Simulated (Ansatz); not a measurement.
The system is CsLiCr2Te2S3.

```
Cs Li Cr Te S
1.0
     7.05684    0.00000    0.00788
     0.00000    3.98060    0.00000
    -2.68302    0.00000    8.67869
Cs Li Cr Te S
1 1 2 2 3
Direct
  0.07739 0.00000 0.37706
  0.86424 0.50000 0.78883
  0.12646 0.00000 0.94616
  0.59290 0.50000 0.97165
  0.50838 0.00000 0.15270
  0.55612 0.00000 0.74893
  0.87426 0.00000 0.68502
  0.25176 0.50000 0.84402
  0.96294 0.50000 0.05357
```

The cell was built by a generator and needn't be a form met in nature.

* Program: Ansatz 0.2.0
* Task: relaxation of cell and atoms
* Functional: PBE
* Dispersion: D4
* Potentials or basis: Ansatz PAW
* Cutoff: 420 eV (not typed: the program's choice for these potentials)
* k mesh: 3 × 5 × 3
* Occupations: fermi-dirac, width 0.05 eV
* Spin: collinear spin, ferromagnetic start
* Starting moments: [0.0, 0.0, 3.0, 3.0, 0.0, 0.0, 0.0, 0.0, 0.0] μB

At the start: volume 27.10 Å³/atom.

How do energy, volume and symmetry change on relaxing?

It ends after 8 steps and the volume is 25.45 Å³/atom (-6.1 %); space group Pm (No. 6, to 0.05 Å); moment 6.00 μB per cell.

Step by step:
| step | energy change (eV) | largest force (eV/Å) | volume (Å³) |
| --- | --- | --- | --- |
| 1 | 0.0000 | 0.0882 | 243.87 |
| 2 | -0.0530 | 0.2066 | 233.23 |
| 3 | -0.0657 | 0.1278 | 230.06 |
| 4 | -0.0686 | 0.1136 | 229.20 |
| 5 | -0.0700 | 0.0223 | 229.33 |
| 6 | -0.0703 | 0.0129 | 229.08 |
| 7 | -0.0704 | 0.0081 | 229.08 |
| 8 | -0.0690 | 0.0081 | 229.08 |

Final structure:
```
CELL_PARAMETERS angstrom
6.97250 0.00000 -0.01089
0.00000 3.90448 0.00000
-2.67375 0.00000 8.41870
ATOMIC_POSITIONS crystal
Cs 0.08404 0.00000 0.38279
Li 0.85743 0.50000 0.78605
Cr 0.12594 0.00000 0.94511
Cr 0.59545 0.50000 0.97485
Te 0.51057 0.00000 0.16128
Te 0.55281 0.00000 0.74546
S 0.87110 0.00000 0.67759
S 0.25047 0.50000 0.83862
S 0.96665 0.50000 0.05619
```

Caveat: the plane-wave basis is chosen anew once the cell has moved, so the energies of steps on either side of that aren't comparable; only a ferromagnetic start was run, and an antiferromagnetic order may lie lower in energy.
